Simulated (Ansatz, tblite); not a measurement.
# The cluster Mg2H2O3: rung by rung

How do method and basis change the picture of the cluster Mg2H2O3 (singlet)?

Computed with Ansatz 0.2.0, Gaussian basis. Level: as each input shows.

The runs, in order: GFN1-xTB, GFN2-xTB, PBE-D4/def2-TZVP, r2SCAN-D4/def2-TZVP, ωB97X-V/def2-TZVP, B3LYP-D4/def2-TZVP, LDA/def2-TZVP, HF/def2-TZVP, ωB97M-V/def2-TZVP, HSE06-D4/def2-TZVP, revPBE-D4/def2-TZVP, PBE-D4/def2-SVP, PBE0-D4/def2-SVP, HF/STO-3G, HF/6-31G, B3LYP-D4/6-31G, PBE0-D4/def2-TZVPD, PBE-D4/def2-TZVPD, r2SCAN-D4/def2-TZVPD, CCSD(T)/def2-TZVPP, MP2/def2-TZVP, RPA/def2-TZVP.

### Step 1. The structure

The singlet was relaxed beforehand with r2SCAN-D4/def2-SVP. At that level it is the lowest of the isomers that a small search found.

7 atoms, charge 0, spin multiplicity 1.

Bond lengths: Mg1–O3 1.895 Å, Mg1–O4 2.025 Å, Mg1–O5 2.025 Å, Mg2–O3 1.895 Å, Mg2–O4 2.025 Å, Mg2–O5 2.025 Å, O4–H6 0.965 Å, O5–H7 0.965 Å. Angles: O3–Mg1–O4 92.6°, O3–Mg1–O5 92.6°, O4–Mg1–O5 79.8°, O3–Mg2–O4 92.6°, O3–Mg2–O5 92.6°, O4–Mg2–O5 79.8°, Mg1–O3–Mg2 76.0°, Mg1–O4–Mg2 70.3°, Mg1–O4–H6 119.6°, Mg2–O4–H6 119.6°, Mg1–O5–Mg2 70.3°, Mg1–O5–H7 119.5°, Mg2–O5–H7 119.5°.

PBE0-D4/def2-TZVP was run before; its log isn't repeated, and its numbers join the tables.

### Step 2. GFN1-xTB

Tight binding, by tblite at 300 K electronic temperature and without a spin-polarisation term:

```python
tblite.interface.Calculator('GFN1-xTB', numbers, positions, charge=0, uhf=0).singlepoint()
```

Energy -450.3478 eV, HOMO -11.65 eV, LUMO -9.62 eV; 0.003 s.

### Step 3. GFN2-xTB

Tight binding, by tblite at 300 K electronic temperature and without a spin-polarisation term:

```python
tblite.interface.Calculator('GFN2-xTB', numbers, positions, charge=0, uhf=0).singlepoint()
```

Energy -390.9361 eV, HOMO -11.21 eV, LUMO -9.49 eV; 0.005 s.

### Step 4. PBE-D4/def2-TZVP

start.molden holds the orbitals of an earlier run on this state, given as this run's starting guess.

in.yaml reads:

```yaml
crystal:
  periodic: [false, false, false]
  atoms:
    - {symbol: Mg, position_ang: [0.471126, 0.718667, -0.844842]}
    - {symbol: Mg, position_ang: [0.127830, -0.805871, 0.886868]}
    - {symbol: O, position_ang: [1.774386, -0.257628, 0.125021]}
    - {symbol: O, position_ang: [-0.793333, -0.861693, -0.915942]}
    - {symbol: O, position_ang: [-0.634066, 1.069415, 0.815664]}
    - {symbol: H, position_ang: [-0.611089, -1.590605, -1.521482]}
    - {symbol: H, position_ang: [-0.334854, 1.727705, 1.454714]}
basis:
  gaussian: {orbitals: def2-TZVP, initial_orbitals: start.molden}
hamiltonian: {xc: pbe, dispersion: d4}
scf: {omitted_lower_state_checks: [starts]}
output: {orbitals: {seedname: orbitals}}
```

The run is started by

```console
ansatz run in.yaml --threads 4 --pin off --events-out ev --progress --plain --max-ram 3916MiB
```

The runs that follow: r2SCAN-D4/def2-TZVP; ωB97X-V/def2-TZVP; B3LYP-D4/def2-TZVP; LDA/def2-TZVP; HF/def2-TZVP; ωB97M-V/def2-TZVP; HSE06-D4/def2-TZVP; revPBE-D4/def2-TZVP; PBE-D4/def2-SVP; PBE0-D4/def2-SVP; HF/STO-3G; HF/6-31G; B3LYP-D4/6-31G; PBE0-D4/def2-TZVPD; PBE-D4/def2-TZVPD; r2SCAN-D4/def2-TZVPD; CCSD(T)/def2-TZVPP; MP2/def2-TZVP; RPA/def2-TZVP.

Before running them: what should the planned runs give, taken together? Wanted: gap in def2-TZVP, named functionals and Hartree-Fock, smallest and largest; correlation energy, CCSD(T)/def2-TZVPP; correlation energy, MP2/def2-TZVP; binding an atom, CCSD(T)/def2-TZVPP; PBE0 total energy, smallest basis above largest.

As calculated:

```
                                                                  quantity                            value
gap in def2-TZVP, named functionals and Hartree-Fock, smallest and largest   1.11 eV (PBE-D4), 8.46 eV (HF)
                                    correlation energy, CCSD(T)/def2-TZVPP                        -32.41 eV
                                         correlation energy, MP2/def2-TZVP                        -31.19 eV
                                       binding an atom, CCSD(T)/def2-TZVPP                         3.170 eV
                           PBE0 total energy, smallest basis above largest  11.56 eV (def2-SVP, def2-TZVPD)
```

Orbital gaps of the named functionals and Hartree-Fock in def2-TZVP span 1.11 eV (PBE-D4) to 8.46 eV (HF); exact exchange widens it. A small miss in a minimal or small basis is a cancelling of errors, not accuracy. The functionals in def2-TZVP miss CCSD(T)/def2-TZVPP by +0.021 (PBE0-D4) to +0.710 eV (LDA) an atom. CCSD(T)/def2-TZVPP isn't at the basis-set limit; small misses against it rank nothing.
